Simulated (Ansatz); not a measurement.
**AlCl3H2Se: small, medium and large basis sets**

Aim: see how fast density functionals converge with the basis set for AlCl3H2Se.

Program: Ansatz 0.2.0, Gaussian basis. Level of theory: one geometry, several basis sets. These are calculated values, not measurements.

Plan: PBE0-D4/def2-SVP; ωB97M-V/def2-SVP; PBE0-D4/def2-QZVPP; ωB97M-V/def2-QZVPP; the functionals' def2-TZVPP values are taken from earlier runs.

**1. The relaxed structure**

All runs share one geometry, relaxed beforehand with PBE0-D4 in a triple-zeta def2 set.

SMILES `[Cl][Al-]([Cl])([Cl])[SeH2+]`, 7 atoms, charge 0, spin multiplicity 1.

Atoms are counted from 1 here; the program's logs count them from 0.

Bond lengths: Cl1–Al2 2.102 Å, Al2–Cl3 2.102 Å, Al2–Cl4 2.103 Å, Al2–Se5 2.601 Å, Se5–H6 1.470 Å, Se5–H7 1.470 Å. Angles: Cl1–Al2–Cl3 118.0°, Cl1–Al2–Cl4 116.9°, Cl1–Al2–Se5 98.4°, Cl3–Al2–Cl4 116.9°, Cl3–Al2–Se5 98.4°, Cl4–Al2–Se5 102.0°, Al2–Se5–H6 94.9°, Al2–Se5–H7 95.0°, H6–Se5–H7 91.7°.

Geometry (Å):

```csv
atom,x (Å),y (Å),z (Å)
Cl1,-0.6275,-1.1640,2.2274
Al2,0.0428,-1.0120,0.2411
Cl3,2.0050,-1.6315,-0.1878
Cl4,-1.3930,-1.2824,-1.2717
Se5,0.4309,1.5593,0.1674
H6,-0.9982,1.9013,0.1208
H7,0.5401,1.6292,-1.2971
```

**2. PBE0-D4 in def2-SVP**

Input file in.yaml:

```yaml
crystal:
  periodic: [false, false, false]
  atoms:
    - {symbol: Cl, position_ang: [-0.627511, -1.163955, 2.227384]}
    - {symbol: Al, position_ang: [0.042796, -1.012012, 0.241055]}
    - {symbol: Cl, position_ang: [2.004961, -1.631479, -0.187784]}
    - {symbol: Cl, position_ang: [-1.393037, -1.282369, -1.271692]}
    - {symbol: Se, position_ang: [0.430908, 1.559285, 0.167355]}
    - {symbol: H, position_ang: [-0.998176, 1.901327, 0.120796]}
    - {symbol: H, position_ang: [0.540059, 1.629214, -1.297104]}
basis:
  gaussian: {orbitals: def2-SVP}
hamiltonian: {xc: pbe0, dispersion: d4}
output: {orbitals: {seedname: orbitals}}
```

Launch:

```console
$ ansatz run in.yaml --threads 4 --pin off --events-out ev --progress --plain --max-ram 10444MiB
```

The runs that follow: ωB97M-V in def2-SVP; PBE0-D4 in def2-QZVPP; ωB97M-V in def2-QZVPP.

**Question.** What will the summary of the whole plan be? Wanted: PBE0-D4: double and triple zeta above quadruple; ωB97M-V: double and triple zeta above quadruple.

The runs gave:

| quantity | value |
| --- | --- |
| PBE0-D4: double and triple zeta above quadruple | 25.96, 2.69 eV |
| ωB97M-V: double and triple zeta above quadruple | 25.66, 2.59 eV |

**Reading.** For PBE0-D4 the step from double to triple zeta gains 23.27 eV and the next only 2.69 eV. These are total energies; as a rule much of such shifts cancels in differences, which this series doesn't test.
